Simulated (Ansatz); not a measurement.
# Rb, space group Fm-3m: a phonon calculation by linear response

Program: the Ansatz DFT code, driven from Python.

At the Python prompt:
```pycon
>>> from pathlib import Path
>>> import ansatz as az
>>> import numpy as np
>>> params = {
...     'xc': 'pbesol',
...     'occupations': 'cold',
...     'width_ev': 0.05,
...     'kgrid': (8, 8, 8),
... }
>>> lattice = az.Lattice.of(
...     [0.0, 3.639885, 3.639885],
...     [3.639885, 0.0, 3.639885],
...     [3.639885, 3.639885, 0.0],
... )
>>> sites = [
...     ('Rb', [0.0, 0.0, 0.0]),
... ]
>>> structure = az.Crystal(lattice=lattice)
>>> for symbol, position in sites:
...     structure = structure.atom(symbol, position)
...
>>> setup = (
...     structure.calculation()
...     .pseudopotentials('paw')
...     .functional(params['xc'])
...     .occupations(params['occupations'], width=params['width_ev'])
...     .kpoints(*params['kgrid'])
...     .phonons('dfpt', points=[(0, 0, 0), (0.5, 0.5, 0.5)])
... )
>>> result = setup.run(runs_dir='runs')
DeckWarning: basis.ecutwfc = 420 eV, auto-derived from the records' recommended cutoffs: set by Rb (normal level)
RunWarning: eigensolver did not converge (k=0): 1 band(s) unlocked after 20 sweeps at ethr=1.00e-12 eV (lowest unlocked band 8, counted from 0; max residual 1.17e-5 eV among the unlocked bands, 1.17e-5 eV over every band); it also stands for any lines of this [...]
>>> ph = result.phonons
>>> for q in ph.qpoints:
...     print('q =', np.round(q.q_frac, 3), '1/cm:', ' '.join(f'{w:.1f}' for w in q.omega_inv_cm))
...
q = [0. 0. 0.] 1/cm: -0.0 -0.0 0.0
q = [0.5 0.5 0.5] 1/cm: 18.0 18.0 37.7
```

Reading the output:
- The cell isn't relaxed first, so the values belong to this volume.
- This isn't the structure that Rb takes at ambient conditions.
- Warnings are shown shortened and without file and line.
- The structure is taken as given; imaginary modes can come from an unrelaxed or unstable start. Phonons of metals also depend on mesh and smearing.
- Finished in 18 s on 1 thread of Arm Neoverse V1, on a shared host, peak memory 0.67 GiB.
